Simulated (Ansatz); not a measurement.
# Cl started on an O site in rutile SnO2, 12 atoms, charge +1

Wanted: the effect of changed settings on energy, forces, pressure and convergence.

All numbers are computed with Ansatz 0.2.0 (PAW, plane waves).

1 further run of the same task is left out (it didn't finish).

## 1. The system as built

12 atoms (4 Sn, 7 O, 1 Cl); a = 4.769 Å, b = 4.769 Å, c = 6.424 Å, α = 90.00°, β = 90.00°, γ = 90.00°. All atoms were shaken off their sites by about 0.07 Å along each axis. Defect site 1: (0.306, 0.306, 0.500).

## 2. PBEsol single point

in.yaml reads:

```yaml
crystal:
  lattice:
    - [4.769046, 0.000000, 0.000000]
    - [0.000000, 4.769046, 0.000000]
    - [0.000000, 0.000000, 6.424202]
  atoms:
    - { symbol: Sn, position: [0.007115, 0.975280, 0.997254] }
    - { symbol: Sn, position: [0.002807, 0.003852, 0.484832] }
    - { symbol: Sn, position: [0.501834, 0.494357, 0.246622] }
    - { symbol: Sn, position: [0.508046, 0.514517, 0.746930] }
    - { symbol: O, position: [0.313343, 0.320707, 0.992093] }
    - { symbol: O, position: [0.706109, 0.713596, 0.996339] }
    - { symbol: O, position: [0.687631, 0.684731, 0.498482] }
    - { symbol: O, position: [0.197493, 0.840883, 0.233266] }
    - { symbol: O, position: [0.174319, 0.832123, 0.755109] }
    - { symbol: O, position: [0.801632, 0.214481, 0.242898] }
    - { symbol: O, position: [0.801300, 0.196593, 0.749771] }
    - { symbol: Cl, position: [0.308011, 0.311623, 0.477398] }
kpoints:
  mp_grid: { grid: [2, 2, 2], shift: [0.5, 0.5, 0.5] }
hamiltonian:
  xc: pbesol
total_charge: 1
scf:
  occupations: { method: fermi_dirac, width: 0.01 }
output:
  forces: true
  eigenvalues: true
  populations: true
  charged_corrections: { epsilon: 12 }
```

Command:

```bash
> ansatz run in.yaml --threads 7 --pin off --max-ram 13300MiB --runs-dir r --events-out ev --progress --plain
```

## 3. Changed settings: starting moment 2 μB

Edit in.yaml of step 2 so:

```diff
@@ -23,4 +23,8 @@
 total_charge: 1
+magnetization:
+  spin_polarized: true
+  initial_magnetization: 2
 scf:
   occupations: { method: fermi_dirac, width: 0.01 }
+  max_iter: 90
 output:
@@ -28,3 +32,2 @@
   eigenvalues: true
-  populations: true
-  charged_corrections: { epsilon: 12 }
+  stress: true
```

## 4. Changed settings: dispersion D4

Edit in.yaml of step 3 so:

```diff
@@ -22,9 +22,7 @@
   xc: pbesol
+  dispersion: d4
 total_charge: 1
-magnetization:
-  spin_polarized: true
-  initial_magnetization: 2
 scf:
   occupations: { method: fermi_dirac, width: 0.01 }
-  max_iter: 90
+  max_iter: 50
 output:
```

## 5. Run again with occupations cold, cutoff 650 eV, density threshold 0.0001 eV

Edit in.yaml of step 4 so:

```diff
@@ -20,9 +20,10 @@
   mp_grid: { grid: [2, 2, 2], shift: [0.5, 0.5, 0.5] }
+basis: { ecutwfc: 650 }
 hamiltonian:
   xc: pbesol
-  dispersion: d4
 total_charge: 1
 scf:
-  occupations: { method: fermi_dirac, width: 0.01 }
-  max_iter: 50
+  occupations: { method: cold, width: 0.01 }
+  max_iter: 60
+  convergence: { dr2_threshold: 1e-04 }
 output:
```

What does the calculation give? Wanted: for each run, settings; status; energy from base; forces from base.

**Answer**, as computed:

| settings | status | cycles | time | energy from base (meV/atom) | forces from base (eV/Å rms) | filled to empty level on the mesh (eV) |
| --- | --- | --- | --- | --- | --- | --- |
| base | converged | 9 | 1.5 s (7 CPU threads) | 0 | 0 | 3.47 |
| starting moment 2 μB | converged | 16 | 3.3 s (7 CPU threads) | 0.0 | 0.000 | 3.47 |
| dispersion D4 | converged | 9 | 1.3 s (7 CPU threads) | - | 0.004 | 3.47 |
| occupations cold, cutoff 650 eV, density threshold 0.0001 eV | converged, settings too loose | 6 | 1.7 s (7 CPU threads) | -6.1 | 0.003 | 3.47 |

Among these variants the forces move most with dispersion D4 (0.004 eV/Å rms) and least with starting moment 2 μB (0.000).
